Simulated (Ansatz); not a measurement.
## K3Pd and its elements: a formation energy from the elements, step by step

Program: the Ansatz DFT code, driven from Python.

Run as a notebook:

In [1]:
```python
from collections import Counter
import warnings

import ansatz as az
from ase import Atoms
import numpy as np
```

In [2]:
```python
def compute(name, crystal):
    calc = (
        crystal.calculation()
        .functional("PBE")
        .basis(500)
        .kpoints(spacing=0.33)
        .occupations("fermi_dirac", width=0.1)
        .stress()
    )
    calc = calc.relax(force_tolerance=0.02, cell=True)
    return calc.run(threads=1, pin="off")
```

In [3]:
```python
def counts(outcome):
    return Counter(site.symbol for site in outcome.lattice.sites)
```

In [4]:
```python
def formation_energy(outcome, mu):
    n = counts(outcome)
    return (outcome.report["energy_sigma0_ev"] - sum(k * mu[element] for element, k in n.items())) / sum(n.values())
```

In [5]:
```python
def volume_per_atom(outcome):
    return abs(np.linalg.det(outcome.lattice.cell_ang)) / len(outcome.lattice.sites)

warnings.simplefilter("ignore", az.DeckWarning)
```

In [6]:
```python
phases = {}
k3pd = (
    az.Lattice.cubic(5.445013)
    .space_group(221)
    .atom("K", [0.5, 0.5, 0.0])
    .atom("Pd", [0.0, 0.0, 0.0])
)
phases["K3Pd"] = k3pd
k = (
    az.Lattice.bcc(5.225)
    .space_group(229)
    .atom("K", [0.0, 0.0, 0.0])
    .primitive()
)
phases["K"] = k
atoms = Atoms(
    ["Pd"],
    scaled_positions=[
        [0.0, 0.0, 0.0],
    ],
    cell=[
        [0.0, 1.9465, 1.9465],
        [1.9465, 0.0, 1.9465],
        [1.9465, 1.9465, 0.0],
    ],
    pbc=True,
)
pd = az.Crystal.from_ase(atoms)
phases["Pd"] = pd
```

In [7]:
```python
done = {name: compute(name, crystal) for name, crystal in phases.items()}
```

In [8]:
```python
# energy of one atom in its reference phase
references = {"K": "K", "Pd": "Pd"}
mu = {element: done[name].report["energy_sigma0_ev"] / len(done[name].lattice.sites) for element, name in references.items()}
```

In [9]:
```python
target = done["K3Pd"]
heat = formation_energy(target, mu)
n = counts(target)
print("cell content:", dict(n), " volume", round(volume_per_atom(target), 3), "A^3/atom")
print("formation energy", round(heat, 4), "eV/atom,", round(heat * sum(n.values()), 4), "eV per cell")
print("bound against the elements" if heat < 0 else "unbound against the elements")
```
```text
cell content: {<Element.K: 'K'>: 3, <Element.PD: 'Pd'>: 1}  volume 40.359 A^3/atom
formation energy 0.1862 eV/atom, 0.7446 eV per cell
unbound against the elements
```

Spin is left out of this run. For the metals among these phases the mesh is modest: differences between phases can be off by up to 40 meV an atom. The cells come from databases of deposited and of computed structures, and not all need be stable phases. The compound is the structure given, not necessarily its lowest; energies are at zero temperature, with no correction for gases. A semilocal functional's error on such energies is often 0.05 to 0.1 eV an atom, and 0.1 to 0.3 eV against gases such as O2 or F2. It ran for 11 s on 1 thread of Arm Neoverse V2 (shared host), peak memory 0.47 GiB.

(Lines on the test bed's own set-up are left out of the output.)
